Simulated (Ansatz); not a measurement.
# SnH+ (triplet): from Hartree-Fock to the top rungs, def2-TZVPP

Aim: climb from Hartree-Fock through coupled cluster and multireference methods for SnH+ (triplet) at one geometry and basis, and see what each rung misses.

Program: Ansatz 0.2.0, Gaussian basis. Level of theory: def2-TZVPP, core rule «outside noble gas», up to 9 orbitals frozen. These are calculated values, not measurements.

Plan: UHF; CCSD(T) on ROHF; CCSD(T) on UHF; BCCD(T) on ROHF; CISD; CCSDT(Q) on ROHF; CCSDT(Q) on UHF; CASSCF and MRCISD+Q, 4 electrons in 5 orbitals; CASSCF and NEVPT2, 4 electrons in 5 orbitals; Full CI.

5 further runs of the same task are left out: 3 that didn't finish, 2 set aside as unsound or not needed.

## (1) What is computed

The geometry is a PBE0/def2-TZVP stationary point (not a proven minimum) of the parent state, kept for this charge and spin. No spin-orbit coupling is included. Elements past krypton take def2 core potentials.

2 atoms, charge 1, spin multiplicity 3.

Atoms are counted from 1 here; the program's logs count them from 0.

Bond lengths: Sn1–H2 1.760 Å.

## (2) UHF

in.yaml

```yaml
crystal:
  periodic: [false, false, false]
  atoms:
    - {symbol: Sn, position_ang: [0.000000, 0.000000, 0.000000]}
    - {symbol: H, position_ang: [0.000000, 0.000000, 1.760200]}
basis:
  gaussian: {orbitals: def2-TZVPP}
total_charge: 1
magnetization: {spin_polarized: true, initial_magnetization: 2}
hamiltonian: {xc: hf}
output: {orbitals: {seedname: orbitals}}
```

Started as:

```console
> ansatz run in.yaml --threads 1 --pin off --events-out ev --progress --plain --max-ram 2393MiB
```

Further steps of the session: CCSD(T) on ROHF; CCSD(T) on UHF; BCCD(T) on ROHF; CISD; CCSDT(Q) on ROHF; CCSDT(Q) on UHF; CASSCF and MRCISD+Q, 4 electrons in 5 orbitals; CASSCF and NEVPT2, 4 electrons in 5 orbitals; Full CI.

Q: Predict the results of all the runs planned. Wanted: FCI below the RHF energy; RMP2 from FCI; UMP2 from FCI; RCCSD from FCI; RCCSD(T) from FCI; UCCSD(T) from FCI; RCCSDT(Q) from FCI; UCCSDT(Q) from FCI; NEVPT2 valence from FCI.

**Answer**, as computed:

| quantity | value |
| --- | --- |
| FCI below the RHF energy | -1.7546 eV |
| RMP2 from FCI | +42.3 kJ/mol |
| UMP2 from FCI | +40.1 kJ/mol |
| RCCSD from FCI | +4.8 kJ/mol |
| RCCSD(T) from FCI | +0.9 kJ/mol |
| UCCSD(T) from FCI | -1.6 kJ/mol |
| RCCSDT(Q) from FCI | -0.3 kJ/mol |
| UCCSDT(Q) from FCI | -2.7 kJ/mol |
| NEVPT2 valence from FCI | +22.6 kJ/mol |
| MRCISD+Q valence from FCI | -0.8 kJ/mol |
| levels within 1 kcal/mol (43 meV) | UCCSD, RCCSD(T), UCCSD(T), BCCD(T), RCCSDT, UCCSDT, RCCSDT(Q), UCCSDT(Q), MRCISD valence, MRCISD+Q valence |
| T1 diagnostic | 0.038 |
| effectively unpaired electrons | 2.02 |

**Reading.** RCCSD(T) misses by +0.9 kJ/mol, 0.5 % of the correlation energy. CCSD(T) misses by +0.9 kJ/mol on the restricted determinant and by -1.6 kJ/mol on the unrestricted one; the two need not hold the same state or core. UCCSD(T), RCCSDT, UCCSDT, RCCSDT(Q), UCCSDT(Q), MRCISD+Q valence fall below full CI: unrestricted runs freeze a spin-polarised core, another one than full CI's, and coupled cluster isn't variational. One determinant dominates. Of the multireference levels listed MRCISD+Q valence comes nearest in total energy (-0.8 kJ/mol), which doesn't show that its space is the better one. These misses are within one basis, not against nature; the frozen cores of restricted and unrestricted runs differ, which can shift their rows.
